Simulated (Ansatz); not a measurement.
# TcTe2: the cost of one run

Method: DFT LDA+U (U_eff = 4 eV on Tc d), plane waves, PAW, in Ansatz 0.2.0.

2 further runs of the same task are left out: 2 that didn't finish. Runs told in other sessions of the task aren't counted.

### Step 1. The system as given

It takes space group P-3m1 (No. 164, trigonal). Conventional cell: a = 4.013 Å, b = 4.013 Å, c = 6.474 Å, α = 90.00°, β = 90.00°, γ = 120.00°. Around Tc (site symmetry -3m) lie 6 Te at 2.83 Å. Te (site symmetry 3m) is surrounded by 3 Tc at 2.83 Å.

As a file:

```
Tc Te
1.0
     4.01300    0.00000    0.00000
    -2.00650    3.47536    0.00000
     0.00000    0.00000    6.47381
Tc Te
1 2
Cartesian
  0.0000 0.0000 0.0000
  0.0000 2.3169 1.6314
  2.0065 1.1585 4.8424
```

### Step 2. Ferromagnetic start, free, symmetry kept, no search

input.yaml

```yaml
crystal:
  lattice:
    - [4.01300405, 0.0, 0.0]
    - [-2.00650203, 3.47536346, 0.0]
    - [0.0, 0.0, 6.47380843]
  atoms:
    - { symbol: Tc, position: [0.0, 0.0, 0.0], spin: 3.0 }
    - { symbol: Te, position: [0.3333333333, 0.6666666667, 0.252] }
    - { symbol: Te, position: [0.6666666667, 0.3333333333, 0.748] }
basis:
  ecutwfc: 600
  ecutrho_ratio: 5
kpoints:
  mp_grid: { grid: [6, 6, 3] }
hamiltonian:
  xc: lda
  hubbard: { sites: [{ site: 0, l: d, u_eff: 4.0 }] }
scf:
  occupations: { method: gaussian, width: 0.05 }
  lower_state_search: "off"
  max_iter: 150
output:
  forces: true
  stress: true
  eigenvalues: true
  populations: true
  hubbard: { sites: [{ site: 0, l: d }] }
magnetization:
  spin_polarized: true
```

Launch:

```sh
$ ansatz run input.yaml --threads 2 --pin off --max-ram 3072MiB --backend cpu --events-out ev --progress --plain --runs-dir out
```

What time and memory should one allow on 2 threads of Intel Xeon Platinum 8259CL at 2.50GHz (Skylake/Cascade Lake), shared host?

About 6 s, with a peak of 0.55 GiB.
